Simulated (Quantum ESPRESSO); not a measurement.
# InSb3 (P1) in Quantum ESPRESSO: reference runs

Aim: a first look at InSb3 with PBE, on the cell as given.

All numbers are computed with Quantum ESPRESSO 7.5; they aren't measurements. Logs are shortened: lines on timing, memory, paths and dates and some standing lists are left out, and cuts for length are marked.

### 1 The structure

The typed cell holds 4 atoms: a = 5.280 Å, b = 5.387 Å, c = 5.377 Å, α = 60.08°, β = 60.31°, γ = 60.98°.

The cell comes from a database or a generator and needn't be the stable form of this composition.

### 2 Single point, PBE

Contents of pw.in:

```
&CONTROL
  calculation = 'scf'
  prefix = 'pwscf'
  outdir = './tmp'
  pseudo_dir = './pseudo'
  tprnfor = .true.
  tstress = .true.
  disk_io = 'low'
/
&SYSTEM
  ibrav = 0
  nat = 4
  ntyp = 2
  ecutwfc = 55
  ecutrho = 440
  nbnd = 39
  occupations = 'smearing'
  smearing = 'fd'
  degauss = 0.00367493
/
&ELECTRONS
  conv_thr = 8d-10
  electron_maxstep = 120
  mixing_beta = 0.5
/
ATOMIC_SPECIES
In   114.8180 In.pbe-dn-rrkjus_psl.0.2.2.UPF
Sb   121.7600 sb_pbe_v1.4.uspp.F.UPF
CELL_PARAMETERS angstrom
  -0.0010447800    3.7513652300    3.7162115700
   3.8512139000   -0.0507151500    3.7658819400
   3.8271914900    3.7770131900   -0.0266927400
ATOMIC_POSITIONS crystal
In     0.0014592100    0.9980825300    0.0015911000
Sb     0.2459534500    0.2529716100    0.2489600300
Sb     0.7525117100    0.7463638000    0.7519027000
Sb     0.5000756300    0.5025820600    0.4975461800
K_POINTS automatic
6 6 6 0 0 0
```

Contents of pp_density.in:

```
&INPUTPP
  prefix = 'pwscf'
  outdir = './tmp'
  filplot = 'density.dat'
  plot_num = 0
/
&PLOT
  nfile = 1
  filepp(1) = 'density.dat'
  iflag = 3
  output_format = 6
  fileout = 'density.cube'
/
```

Contents of pp_potential.in:

```
&INPUTPP
  prefix = 'pwscf'
  outdir = './tmp'
  filplot = 'potential.dat'
  plot_num = 11
/
&PLOT
  nfile = 1
  filepp(1) = 'potential.dat'
  iflag = 3
  output_format = 6
  fileout = 'potential.cube'
/
```

Potentials or basis: SSSP 1.3 efficiency PBE.

Command:

```bash
$ OMP_NUM_THREADS=1 pw.x -in pw.in > pw.out
$ OMP_NUM_THREADS=1 pp.x -in pp_density.in > pp_density.out
$ OMP_NUM_THREADS=1 pp.x -in pp_potential.in > pp_potential.out
```

pw.out:

```text
This program is part of the open-source Quantum ESPRESSO suite
     for quantum simulation of materials; please cite
         "P. Giannozzi et al., J. Phys.:Condens. Matter 21 395502 (2009);
         "P. Giannozzi et al., J. Phys.:Condens. Matter 29 465901 (2017);
         "P. Giannozzi et al., J. Chem. Phys. 152 154105 (2020);
     in publications or presentations arising from this work. More details at

     file In.pbe-dn-rrkjus_psl.0.2.2.UPF: wavefunction(s)  5S renormalized

     G-vector sticks info
     --------------------
     sticks:   dense  smooth     PW     G-vecs:    dense   smooth      PW
     Sum        3113    1555    455               114813    40579    6453

     Using Slab Decomposition

     bravais-lattice index     =            0
     lattice parameter (alat)  =       9.9786  a.u.
     unit-cell volume          =     737.2260 (a.u.)^3
     number of atoms/cell      =            4
     number of atomic types    =            2
     number of electrons       =        58.00
     number of Kohn-Sham states=           39
     kinetic-energy cutoff     =      55.0000  Ry
     charge density cutoff     =     440.0000  Ry
     scf convergence threshold =      8.0E-10
     mixing beta               =       0.5000
     number of iterations used =            8  plain     mixing
     Exchange-correlation=  SLA  PW   PBX  PBC
                           (   1   4   3   4   0   0   0)

     celldm(1)=   9.978572  celldm(2)=   0.000000  celldm(3)=   0.000000
     celldm(4)=   0.000000  celldm(5)=   0.000000  celldm(6)=   0.000000

     crystal axes: (cart. coord. in units of alat)
               a(1) = (  -0.000198   0.710428   0.703770 )
               a(2) = (   0.729337  -0.009604   0.713177 )
               a(3) = (   0.724787   0.715285  -0.005055 )

     reciprocal axes: (cart. coord. in units 2 pi/alat)
               b(1) = ( -0.687447  0.701615  0.712473 )
               b(2) = (  0.683285 -0.687457  0.694152 )
               b(3) = (  0.691954  0.691963 -0.698314 )

     PseudoPot. # 1 for In read from file:
     In.pbe-dn-rrkjus_psl.0.2.2.UPF
     Pseudo is Ultrasoft + core correction, Zval = 13.0
     Generated using "atomic" code by A. Dal Corso  v.5.0.99 svn rev. 10869
     Using radial grid of 1241 points,  6 beta functions with:
                l(1) =   0
                l(2) =   0
                l(3) =   1
                l(4) =   1
                l(5) =   2
                l(6) =   2
     Q(r) pseudized with 0 coefficients

     PseudoPot. # 2 for Sb read from file:
     sb_pbe_v1.4.uspp.F.UPF
     Pseudo is Ultrasoft + core correction, Zval = 15.0
     Generated by new atomic code, or converted to UPF format
     Using radial grid of  891 points,  6 beta functions with:
                l(1) =   0
                l(2) =   0
                l(3) =   1
                l(4) =   1
                l(5) =   2
                l(6) =   2
     Q(r) pseudized with  8 coefficients,  rinner =    1.350   1.350   1.350
                                                       1.350   1.350

     atomic species   valence    mass     pseudopotential
     In               13.00   114.81800     In( 1.00)
     Sb               15.00   121.76000     Sb( 1.00)

     No symmetry found

   Cartesian axes

     site n.     atom                  positions (alat units)
         1        In     tau(   1) = (   0.7290912  -0.0074112   0.7128282  )
         2        Sb     tau(   2) = (   0.3648959   0.3503798   0.3522497  )
         3        Sb     tau(   3) = (   1.0891713   1.0652613   1.0580838  )
         4        Sb     tau(   4) = (   0.7270679   0.7063278   0.7078531  )

     number of k points=   112  Fermi-Dirac smearing, width (Ry)=  0.0037

     Number of k-points >= 100: set verbosity='high' to print them.

     Dense  grid:   114813 G-vectors     FFT dimensions: (  72,  72,  72)

     Smooth grid:    40579 G-vectors     FFT dimensions: (  48,  50,  48)

     Initial potential from superposition of free atoms

     starting charge      54.9962, renormalised to      58.0000
     Starting wfcs are   36 randomized atomic wfcs +    3 random wfcs

     Self-consistent Calculation

     iteration #  1     ecut=    55.00 Ry     beta= 0.50
     Davidson diagonalization with overlap
     ethr =  1.00E-02,  avg # of iterations =  5.8

     total energy              =    -699.18780338 Ry
     estimated scf accuracy    <       2.35709099 Ry

     iteration #  2     ecut=    55.00 Ry     beta= 0.50
     Davidson diagonalization with overlap
     ethr =  4.06E-03,  avg # of iterations =  2.0

     total energy              =    -699.63109936 Ry
     estimated scf accuracy    <       0.04000004 Ry

     iteration #  3     ecut=    55.00 Ry     beta= 0.50
     Davidson diagonalization with overlap
     ethr =  6.90E-05,  avg # of iterations =  8.1

     total energy              =    -699.64324658 Ry
     estimated scf accuracy    <       0.00767315 Ry

     iteration #  4     ecut=    55.00 Ry     beta= 0.50
     Davidson diagonalization with overlap
     ethr =  1.32E-05,  avg # of iterations =  4.2

     total energy              =    -699.64352951 Ry
     estimated scf accuracy    <       0.00155090 Ry

     iteration #  5     ecut=    55.00 Ry     beta= 0.50
     Davidson diagonalization with overlap
     ethr =  2.67E-06,  avg # of iterations =  5.6

     total energy              =    -699.64379531 Ry
     estimated scf accuracy    <       0.00024468 Ry

     iteration #  6     ecut=    55.00 Ry     beta= 0.50
     Davidson diagonalization with overlap
     ethr =  4.22E-07,  avg # of iterations =  2.0

     total energy              =    -699.64382254 Ry
     estimated scf accuracy    <       0.00002065 Ry

     iteration #  7     ecut=    55.00 Ry     beta= 0.50
     Davidson diagonalization with overlap
     ethr =  3.56E-08,  avg # of iterations =  4.0

     total energy              =    -699.64382912 Ry
     estimated scf accuracy    <       0.00000052 Ry

     iteration #  8     ecut=    55.00 Ry     beta= 0.50
     Davidson diagonalization with overlap
     ethr =  9.03E-10,  avg # of iterations =  3.7

     total energy              =    -699.64382923 Ry
     estimated scf accuracy    <       0.00000019 Ry

     iteration #  9     ecut=    55.00 Ry     beta= 0.50
     Davidson diagonalization with overlap
     ethr =  3.24E-10,  avg # of iterations =  3.0

     total energy              =    -699.64382926 Ry
     estimated scf accuracy    <          3.7E-09 Ry

     iteration # 10     ecut=    55.00 Ry     beta= 0.50
     Davidson diagonalization with overlap
     ethr =  6.38E-12,  avg # of iterations =  4.3

     total energy              =    -699.64382926 Ry
     estimated scf accuracy    <          1.3E-09 Ry

     iteration # 11     ecut=    55.00 Ry     beta= 0.50
     Davidson diagonalization with overlap
     ethr =  2.19E-12,  avg # of iterations =  3.0

     End of self-consistent calculation

     Number of k-points >= 100: set verbosity='high' to print the bands.

     the Fermi energy is    11.1491 ev

!    total energy              =    -699.64382926 Ry
     estimated scf accuracy    <          3.2E-11 Ry
     smearing contrib. (-TS)   =      -0.00229548 Ry
     internal energy E=F+TS    =    -699.64153378 Ry

     The total energy is F=E-TS. E is the sum of the following terms:
     one-electron contribution =    -262.39707466 Ry
     hartree contribution      =     170.08459868 Ry
     xc contribution           =    -179.74598793 Ry
     ewald contribution        =    -427.58306987 Ry

     convergence has been achieved in  11 iterations

     Forces acting on atoms (cartesian axes, Ry/au):

     atom    1 type  1   force =     0.00010620   -0.00121144    0.00037732
     atom    2 type  2   force =    -0.00213765    0.00181193   -0.00037932
     atom    3 type  2   force =     0.00204926   -0.00124577    0.00038621
     atom    4 type  2   force =    -0.00001781    0.00064529   -0.00038420

     Total force =     0.004010     Total SCF correction =     0.000003

     Computing stress (Cartesian axis) and pressure

          total   stress  (Ry/bohr**3)                   (kbar)     P=       -0.35
  -0.00000300   0.00000271  -0.00000960           -0.44        0.40       -1.41
   0.00000271  -0.00001069   0.00000937            0.40       -1.57        1.38
  -0.00000960   0.00000937   0.00000652           -1.41        1.38        0.96

=------------------------------------------------------------------------------=
   JOB DONE.
=------------------------------------------------------------------------------=
```

It took 8.4 min on 1 thread of Intel Xeon Platinum 8259CL at 2.50GHz (Skylake/Cascade Lake), shared host; peak memory 0.77 GiB.

Results:

```yaml
Free_energy: -9519.1392 eV
Pressure: 0.0 GPa
Largest_force: 0.073 eV/Å
Band_gap_on_the_k_mesh: none (metal or under the smearing width)
```

Forces in eV/Å, atoms in the order of the input:
```
In   0.003 -0.031  0.010
Sb  -0.055  0.047 -0.010
Sb   0.053 -0.032  0.010
Sb   0.000  0.017 -0.010
```

Stress tensor (GPa, compression positive):
```
-0.04  0.04 -0.14
 0.04 -0.16  0.14
-0.14  0.14  0.10
```

Levels at points of the mesh, in eV from the Fermi level:
```tsv
k point	band 27	band 28	band 29	band 30	band 31	band 32
(0.00, 0.00, 0.00)	-2.53	-2.48	-2.41	-2.36	-0.91	-0.77
(0.00, 0.00, -0.50)	-2.74	-2.62	-0.34	-0.22	1.75	1.86
(0.00, -0.50, 0.00)	-2.74	-2.63	-0.34	-0.14	1.78	1.85
(0.00, -0.50, -0.50)	0.30	0.75	0.94	1.26	1.48	1.66
(-0.50, 0.00, 0.00)	-2.75	-2.66	-0.35	-0.28	1.66	2.02
(-0.50, 0.00, -0.50)	0.21	0.63	0.92	1.16	1.48	1.68
(-0.50, -0.50, 0.00)	0.15	0.67	0.82	1.08	1.55	1.71
(-0.50, -0.50, -0.50)	-2.77	-2.68	-0.37	-0.23	1.71	2.06
```

The run has no spin-orbit coupling, so splittings on Sb are missing.
